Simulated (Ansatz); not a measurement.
**CH₄AlFS: basis-set convergence**

An exercise on one series of results from a longer session: the logs are not shown, and one member is left open.

The runs use Ansatz 0.2.0, Gaussian basis; one geometry, several basis sets.

The runs, in order: PBE0-D4/def2-SVP; ωB97M-V/def2-SVP; PBE0-D4/def2-QZVPP; ωB97M-V/def2-QZVPP; the functionals' def2-TZVPP values are taken from earlier runs.

## The geometry

The geometry comes from an earlier relaxation with PBE0-D4 in a triple-zeta def2 set; it is a stationary point, not always the lowest conformer.

8 atoms, charge 0, spin multiplicity 1.

Atoms are counted from 1 here; the program's logs count them from 0.

Bond lengths: F1–Al3 1.651 Å, C2–Al3 1.954 Å, C2–S4 1.804 Å, C2–H5 1.094 Å, C2–H7 1.094 Å, Al3–H6 1.573 Å, S4–H8 1.345 Å. Angles: Al3–C2–S4 109.4°, Al3–C2–H5 108.8°, Al3–C2–H7 108.8°, S4–C2–H5 111.2°, S4–C2–H7 111.1°, H5–C2–H7 107.6°, F1–Al3–C2 115.9°, F1–Al3–H6 117.9°, C2–Al3–H6 126.2°, C2–S4–H8 99.1°.

Set-up of the first run:

Contents of in.yaml:

```yaml
crystal:
  periodic: [false, false, false]
  atoms:
    - {symbol: F, position_ang: [2.638846, 0.554263, 0.552016]}
    - {symbol: C, position_ang: [-0.105322, -0.304496, -0.496633]}
    - {symbol: Al, position_ang: [1.013253, 0.582806, 0.837951]}
    - {symbol: S, position_ang: [-1.835881, -0.182665, -0.003233]}
    - {symbol: H, position_ang: [0.208758, -1.349159, -0.581027]}
    - {symbol: H, position_ang: [0.507157, 1.309669, 2.138103]}
    - {symbol: H, position_ang: [0.062305, 0.170220, -1.468119]}
    - {symbol: H, position_ang: [-2.396916, -0.837640, -1.034860]}
basis:
  gaussian: {orbitals: def2-SVP}
hamiltonian: {xc: pbe0, dispersion: d4}
output: {orbitals: {seedname: orbitals}}
```

Launch:

```bash
$ ansatz run in.yaml --threads 2 --pin off --events-out ev --progress --plain --max-ram 4352MiB
```

Among the steps run: PBE0-D4 in def2-SVP; ωB97M-V in def2-SVP; PBE0-D4 in def2-QZVPP; ωB97M-V in def2-QZVPP.

One table of the session follows, with a row left open; its other results are not shown here.

It belongs to the step «Density functionals: the series». 

```
functional       basis  HOMO (eV)
   PBE0-D4    def2-SVP      -6.78
   PBE0-D4  def2-TZVPP          ?
   PBE0-D4  def2-QZVPP      -7.03
   ωB97M-V    def2-SVP      -9.00
   ωB97M-V  def2-TZVPP      -9.22
   ωB97M-V  def2-QZVPP      -9.27
```

Q: Estimate the row for PBE0-D4, def2-TZVPP from the others.

The run gave: HOMO (eV): -6.98. In the column «HOMO (eV)» it lies between PBE0-D4, def2-QZVPP (-7.03) and PBE0-D4, def2-SVP (-6.78).
